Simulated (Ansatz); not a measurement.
This was printed by a script on Ansatz 0.2.0 through its Python package, for a convergence test of the plane-wave cutoff of Cu, space group P2/m. What did the script look like? Level of theory (first run): LDA, PAW, cutoff 250 eV, 3×15×2 k-points, Fermi-Dirac smearing of 0.15 eV. The script varies cutoff (eV): 250, 300, 350, 400, 450.

```yaml
crystal:
  lattice:
    - [11.57025, 0.00000, 0.00000]
    - [0.00000, 2.23821, 0.00000]
    - [-4.59562, 0.00000, 21.74339]
  atoms:
    - { symbol: Cu, position: [0.50000, 0.50000, 0.50000] }
```

```console
$ python cu_ecut.py --kspacing 0.2 --smearing-width 0.15
+---------------+---------------+--------------+---------------+
|   cutoff (eV) |   F/atom (eV) |   iterations |   plane waves |
+===============+===============+==============+===============+
|           250 |    -6550.8039 |           10 |          4957 |
+---------------+---------------+--------------+---------------+
|           300 |    -6552.8837 |            8 |          6647 |
+---------------+---------------+--------------+---------------+
|           350 |    -6553.1331 |            6 |          8483 |
+---------------+---------------+--------------+---------------+
|           400 |    -6553.1482 |            7 |         10299 |
+---------------+---------------+--------------+---------------+
|           450 |    -6553.1496 |            7 |         12157 |
+---------------+---------------+--------------+---------------+
250: +2345.69 meV/atom
300: +265.87 meV/atom
350: +16.49 meV/atom
400: +1.34 meV/atom  (within 5 meV)
```

One script that gives this output:

The script, `cu_ecut.py`:
```python
'''Convergence of Cu with the plane-wave cutoff.'''

import argparse
import warnings

import ansatz as az
from pymatgen.core import Lattice, Structure
from pymatgen.io.ase import AseAtomsAdaptor
from tabulate import tabulate

parser = argparse.ArgumentParser(description='Convergence of Cu with the plane-wave cutoff.')
parser.add_argument('--kspacing', type=float, required=True, help='k-point sampling')
parser.add_argument('--smearing-width', type=float, required=True, help='smearing width (eV)')
args = parser.parse_args()


def main() -> None:
    warnings.simplefilter('ignore', az.DeckWarning)

    pmg_structure = Structure(
        Lattice([[11.57025395, 0.0, 0.0], [0.0, 2.2382121, 0.0], [-4.59562394, 0.0, 21.74338835]]),
        ['Cu'],
        [
            [0.5, 0.5, 0.5],
        ],
    )
    structure = az.Crystal.from_ase(AseAtomsAdaptor.get_atoms(pmg_structure))

    calculation = (
        structure.calculation()
        .functional(az.Functional.LDA)
        .kpoints(spacing=args.kspacing)
        .occupations(az.OccupationsMethod.FERMI_DIRAC, width=args.smearing_width)
    )

    rows = []
    for value in [250, 300, 350, 400, 450]:
        r = calculation.basis(value).run(threads=1, pin='off').report
        rows.append((value, r['free_energy_ev'] / len(r['lattice']['sites']), r['n_iterations'], r['n_pw']))

    print(tabulate(rows, headers=['cutoff (eV)', 'F/atom (eV)', 'iterations', 'plane waves'], floatfmt='.4f', tablefmt='grid'))

    # differences from the last row
    for row in rows[:-1]:
        shift = 1000 * (row[1] - rows[-1][1])
        print(f'{row[0]}: {shift:+.2f} meV/atom' + ('  (within 5 meV)' if abs(shift) < 5 else ''))


if __name__ == '__main__':
    main()
```

From 400 eV on it stays within 5 meV an atom of the value at 450 eV; the first row (250 eV) is off by 2345.7 meV and the last but one by 1.34 meV. The energy falls steadily, as expected when plane waves are added. The last run costs about 2.0 times the first.

Caveats:
- The cell holds an odd number of electrons and is run without spin, so a magnetic state may lie lower.
- The cell holds layers, chains or clusters in vacuum, no bulk phase.
- A Fermi-Dirac width this large means warm electrons, whose thermal share enters the free energy.
- Points of the mesh across the vacuum add cost only.
- This isn't the structure that Cu takes at ambient conditions.
- Shifts are counted from the last row, which is itself no proven limit.
- The script silences the warnings on its input, which a real study should read.
- Hardware and time: 26 s on 1 thread of Intel(R) Xeon(R) Processor @ 2.30GHz, on a shared host, peak memory 0.89 GiB.
